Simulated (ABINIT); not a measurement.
Crystal: MnS.

```
Mn S
1.0
     0.00000    2.60450    2.60450
     2.60450    0.00000    2.60450
     2.60450    2.60450    0.00000
Mn S
1 1
Cartesian
  0.0000 0.0000 0.0000
  2.6045 2.6045 2.6045
```

```yaml
Program: ABINIT 10.8.3 (patched build)
Task: relaxation of cell and atoms
Functional: PBEsol
Potentials_or_basis: PseudoDojo NC SR PBEsol v0.4.1 standard
Cutoff: 1306 eV
k_mesh: 7 × 7 × 7
Occupations: fermi-dirac, width 0.05 eV
Spin: collinear spin, ferromagnetic start
Starting_moments: "[4.0, 0.0] μB"
```

At the start: pressure -7.0 GPa; volume 17.67 Å³/atom.

Where does the relaxation end?

Over 5 steps the energy falls by 48.2 meV/atom and the volume is 15.53 Å³/atom (-12.1 %); space group Fm-3m (No. 225, to 0.05 Å); moment 4.35 μB per cell.

The path:
```csv
step,energy change (eV),largest force (eV/Å),pressure (GPa),volume (Å³)
1,0.0000,0.0000,-7.01,35.33
2,-0.0305,0.0000,-5.97,34.58
3,-0.0964,0.0000,0.13,30.98
4,-0.0965,0.0000,0.02,31.05
5,-0.0965,0.0000,0.00,31.06
```

Final structure:
```xyz
2
Lattice="0.0000 2.4949 2.4949 2.4949 0.0000 2.4949 2.4949 2.4949 0.0000" Properties=species:S:1:pos:R:3 pbc="T T T"
Mn    0.0000    0.0000    0.0000
S     2.4949    2.4949    2.4949
```

Caveat: the volume moved by -12 % from the deposited cell, more than functionals usually miss; a cell with one magnetic atom can't hold antiferromagnetic order, which such compounds often take.
